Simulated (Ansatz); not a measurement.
Turn this script for the Ansatz DFT code, driven from Python into the input file that the command-line program reads.

`run_opt.py`:
```python
"""Relax the C2H7BGeO molecule."""

import warnings

import ansatz as az
import numpy as np

warnings.simplefilter("ignore", az.DeckWarning)

geometry_ang = [
    ("B", (-0.5892, 1.5469, 0.0378)),
    ("C", (0.1047, 0.186, -0.0058)),
    ("C", (0.6167, -0.4119, 1.2721)),
    ("O", (1.0443, 0.0819, -1.0467)),
    ("Ge", (-0.4662, -1.0557, -1.3757)),
    ("H", (-1.4407, 1.8287, 0.8623)),
    ("H", (-0.3881, 2.4085, -0.7967)),
    ("H", (-0.154, -0.6133, 1.9695)),
    ("H", (1.3459, 0.3214, 1.8162)),
    ("H", (1.2023, -1.3568, 1.1112)),
    ("H", (0.03, -2.51, -1.2519)),
    ("H", (-1.2286, -0.4807, -2.5583)),
]
molecule = az.Crystal.molecule()
for symbol, xyz in geometry_ang:
    molecule = molecule.atom(symbol, xyz)

job = molecule.calculation()
job = job.basis(gaussian="def2-SVP")
job = job.functional("b3lyp", dispersion="d4")
symbols = [site.symbol for site in molecule.cartesian_sites]
start = np.array([site.position_ang for site in molecule.cartesian_sites], dtype=float)
r = job.relax(force_tolerance=0.01).run(threads=1, backend="cpu").report
end = np.array(r["positions_ang"])

for key in ("converged", "free_energy_ev", "reference_energy_ev", "n_frozen", "n_occupied", "n_virtual"):
    print(f"{key:22s} {r[key]}")

print("bond        before    after (A)")
for i, j in [(0, 1), (0, 5), (0, 6), (1, 2), (1, 3), (1, 4), (2, 7), (2, 8), (2, 9), (3, 4), (4, 10), (4, 11)]:
    d0, d1 = (np.linalg.norm(xyz[i] - xyz[j]) for xyz in (start, end))
    print(f"{symbols[i]}{i}-{symbols[j]}{j}".ljust(10), f"{d0:8.4f} {d1:8.4f}")
```

```console
$ python run_opt.py
converged              True
free_energy_ev         -61420.15548230221
reference_energy_ev    -61419.75158798244
n_frozen               0
n_occupied             [32, 32]
n_virtual              [91, 91]
bond        before    after (A)
B0-C1        1.5282   1.6020
B0-H5        1.2183   1.2175
B0-H6        1.2162   1.2176
C1-C2        1.5009   1.4897
C1-O3        1.4061   1.2726
C1-Ge4       1.9350   2.4665
C2-H7        1.0587   1.1030
C2-H8        1.1685   1.0995
C2-H9        1.1232   1.1030
O3-Ge4       1.9194   2.0285
Ge4-H10      1.5416   1.5555
Ge4-H11      1.5200   1.5556
```

`input.yaml`:
```yaml
crystal:
  periodic: [false, false, false]
  atoms:
    - { symbol: B, position_ang: [-0.5892, 1.5469, 0.0378] }
    - { symbol: C, position_ang: [0.1047, 0.186, -0.0058] }
    - { symbol: C, position_ang: [0.6167, -0.4119, 1.2721] }
    - { symbol: O, position_ang: [1.0443, 0.0819, -1.0467] }
    - { symbol: Ge, position_ang: [-0.4662, -1.0557, -1.3757] }
    - { symbol: H, position_ang: [-1.4407, 1.8287, 0.8623] }
    - { symbol: H, position_ang: [-0.3881, 2.4085, -0.7967] }
    - { symbol: H, position_ang: [-0.154, -0.6133, 1.9695] }
    - { symbol: H, position_ang: [1.3459, 0.3214, 1.8162] }
    - { symbol: H, position_ang: [1.2023, -1.3568, 1.1112] }
    - { symbol: H, position_ang: [0.03, -2.51, -1.2519] }
    - { symbol: H, position_ang: [-1.2286, -0.4807, -2.5583] }
basis:
  gaussian:
    orbitals: def2-SVP
hamiltonian:
  xc: b3lyp
  dispersion: d4
relax:
  f_tol: 0.01
```

Total energies depend on the basis set; only differences at equal settings carry meaning. The end point is the stationary point reached from this start; no frequency run checks that it is a minimum, and the basis set is modest. Total less reference energy is the dispersion correction. b3lyp holds the VWN-RPA fit, as in Gaussian; the form of ORCA and Turbomole is b3lyp5. The bonding changed during the relaxation, so the end is another isomer than the start names. Hardware and time: 4.7 min on 1 thread of Arm Neoverse V2, on a shared host, peak memory 0.39 GiB.

(Lines on the test bed's own set-up are left out of the output.)
